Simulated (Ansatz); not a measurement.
Run this with the Ansatz DFT code, driven from Python and show what comes out.

Input file `srcl2.cif`:
```cif
data_SrCl2
_cell_length_a 4.933272
_cell_length_b 4.933272
_cell_length_c 4.933272
_cell_angle_alpha 60.00000
_cell_angle_beta 60.00000
_cell_angle_gamma 60.00000
_symmetry_space_group_name_H-M 'P 1'
_symmetry_Int_Tables_number 1
loop_
_symmetry_equiv_pos_as_xyz
'x, y, z'
loop_
_atom_site_label
_atom_site_type_symbol
_atom_site_fract_x
_atom_site_fract_y
_atom_site_fract_z
Sr1 Sr    0.000000    0.000000    0.000000
Cl2 Cl    0.250000    0.250000    0.250000
Cl3 Cl    0.750000    0.750000    0.750000
```

Script `srcl2.py`:
```python
# -*- coding: utf-8 -*-
"""What spin-orbit coupling does to the bands of SrCl2."""

import warnings

import ansatz
from ase.io import read


def main():
    warnings.simplefilter("ignore", ansatz.DeckWarning)

    atoms = read("srcl2.cif")
    crystal = ansatz.Crystal.from_ase(atoms)

    setup = (
        crystal.calculation()
        .functional("LDA")
        .basis(14 * ansatz.Ha)
        .kpoints(4, center="monkhorst-pack")
        .occupations("fixed")
        .scf(tolerance=1e-08, max_iterations=150)
        .band_table()
    )
    for label, variant in (("scalar-relativistic", setup), ("spin-orbit", setup.spin(soc=True))):
        report = variant.run(threads=1).report
        zero = report["band_edges_ev"][0] if report.get("band_edges_ev") else report["fermi_energy_ev"]
        near = [round(e - zero, 3) for e in report["eigenvalues_ev"][0] if abs(e - zero) < 3]
        print(label)
        print("  band edges (eV):", [round(e, 3) for e in report.get("band_edges_ev") or []] or "none reported")
        print("  levels at k =", report["kpoints_frac"][0], "within 3 eV of the zero:", near)


if __name__ == "__main__":
    main()
```

```console
$ python srcl2.py
scalar-relativistic
  band edges (eV): [2.719, 8.102]
  levels at k = [0.125, 0.125, 0.125] within 3 eV of the zero: [-1.988, -1.988, -1.936, -0.412, -0.3, -0.3]
spin-orbit
  band edges (eV): [2.72, 8.102]
  levels at k = [0.125, 0.125, 0.125] within 3 eV of the zero: [-2.04, -2.04, -1.957, -1.957, -1.919, -1.919, -0.455, -0.455, -0.309, -0.309, -0.252, -0.252]
```

The settings weren't tested for convergence. The cutoff lies under the one recommended for these potentials. The mesh has less symmetry than the crystal, which the program warned of. This mesh misses the zone centre, where many direct gaps lie, so the gap can be several times too large. The structure is a deposited one; some such entries were measured under pressure or heat, so a shift against it needn't be the functional's error alone. Gaps and levels are Kohn-Sham values on a finite set of k-points. With spin-orbit coupling each level holds one electron and, with inversion or at time-reversal points, comes in pairs; a window in energy can cut a split set. The script silences the warnings on its input, which a real study should read. Timing: 4.3 s on 1 thread of Arm Neoverse V2 (shared host), peak memory 0.51 GiB.
